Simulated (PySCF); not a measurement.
# (Cl3Sn)2S: geometry, NMR shifts and electronic excitations

What NMR shifts and electronic excitations should (Cl3Sn)2S show?

Computed with PySCF 2.14.0, with density-fitted response routines of our own, on a single molecule in the gas phase. Atoms count from 0, in the outputs and in this text.

## Step 1: The starting structure

9 atoms, charge 0, multiplicity 1; geometry from: GFN2-xTB. The atoms were then displaced at random by about 0.03 Å, so the start is not that level's minimum.

Bonds of the start (Å): Sn0–Cl1 2.34, Sn0–Cl2 2.27, Sn0–Cl3 2.23, Sn0–S4 2.54, S4–Sn5 2.48, Sn5–Cl6 2.35, Sn5–Cl7 2.30, Sn5–Cl8 2.34.

## Step 2: Optimising the geometry at PBE0-D3(BJ)/def2-SVP

The job: settings as JSON, then the geometry in Å.

```
{"job": {"xc": "PBE0", "basis": "def2-SVP", "d3": "d3bj", "grid": 1, "maxiter": 40, "shake": 0.03, "kind": "geom"}, "charge": 0, "multiplicity": 1}
Sn     1.233280    -1.406980     0.879040
Cl     1.500190     0.296580     2.457600
Cl     2.713610    -1.128240    -0.812550
Cl     1.538470    -3.373840     1.885050
S     -1.094630    -1.222740    -0.131050
Sn    -1.385410     1.121880    -0.892520
Cl     0.600880     2.353900    -0.680210
Cl    -1.929690     1.139210    -3.126800
Cl    -3.043950     2.150790     0.395780
```

The run is started by

```
$ OMP_NUM_THREADS=1 python probes_run.py task.json out
```

One launch serves the whole session: the jobs run in the order shown.

**Question.** This job is followed by: GIAO PBE0/pcSseg-1 Sn:def2-TZVP NMR shielding, non-relativistic, gas phase; TDDFT CAM-B3LYP/def2-SVPD, vertical, gas phase, core orbitals frozen in the response; GIAO KT2/pcSseg-1 Sn:def2-TZVP NMR shielding, non-relativistic, gas phase. Predict these results of the whole session: point group; rotational constants (main isotopes); 35Cl shifts against HCl (PBE0/def2-TZVP+pcSseg-1, means over atoms taken as alike); 33S shifts against CS2 (PBE0/def2-TZVP+pcSseg-1); surface potential, 1st and 99th percentile; lowest singlet (CAM-B3LYP/def2-SVPD); brightest single state of those computed; lowest triplet; vertical ionisation energy (ΔSCF); vertical electron affinity (ΔSCF); range of the shift of S4.

As calculated:

| quantity | value |
| --- | --- |
| point group | C1 |
| rotational constants (main isotopes) | 0.55, 0.18, 0.18 GHz |
| 35Cl shifts against HCl (PBE0/def2-TZVP+pcSseg-1, means over atoms taken as alike) | 196 ppm |
| 33S shifts against CS2 (PBE0/def2-TZVP+pcSseg-1) | 40 ppm |
| surface potential, 1st and 99th percentile | -0.14 V and 1.94 V |
| lowest singlet (CAM-B3LYP/def2-SVPD) | 4.20 eV (295 nm), f = 0.014 |
| brightest single state of those computed | state 7, 5.31 eV, f = 0.134 |
| lowest triplet | 3.72 eV |
| vertical ionisation energy (ΔSCF) | 10.67 eV |
| vertical electron affinity (ΔSCF) | 2.37 eV |
| range of the shift of S4 | 40 to 143 ppm |

In words: The start was shaken at random, so part of the energy gained undoes that. Relaxing lowered the energy by 0.329 eV in 10 steps; the close pair that moved most is Sn0–S4, from 2.544 to 2.409 Å. At PBE0/def2-TZVP+pcSseg-1: The largest span, 396 ppm, is at Cl1, Cl2, Cl3, Cl6, Cl7, Cl8, where the paramagnetic term is -401 ppm. By nearest atom (PBE0/def2-TZVP+pcSseg-1), the HOMO sits on S4 81 % and the LUMO on S4 19 %; Sn0, Sn5 about 18 % each. The first singlet state (HOMO→LUMO 0.96) lies at 4.20 eV and is weak; of the 10 states computed, the strongest absorption comes from states 6 to 9 together at 5.31 eV. The lowest triplet lies 0.48 eV below the lowest singlet (triplets in Tamm-Dancoff, singlets in full TDDFT). Spin-orbit coupling, left out, mixes singlets and triplets in elements this heavy. ΔSCF puts the ionisation energy at 10.67 eV, 0.38 eV above −ε(HOMO). Across the 2 runs the shift of S4 moves most, between 40 (PBE0/def2-TZVP+pcSseg-1) and 143 ppm (KT2/def2-TZVP+pcSseg-1). Spin-orbit coupling is left out, which matters for shieldings and couplings at and beside the heavy atoms.
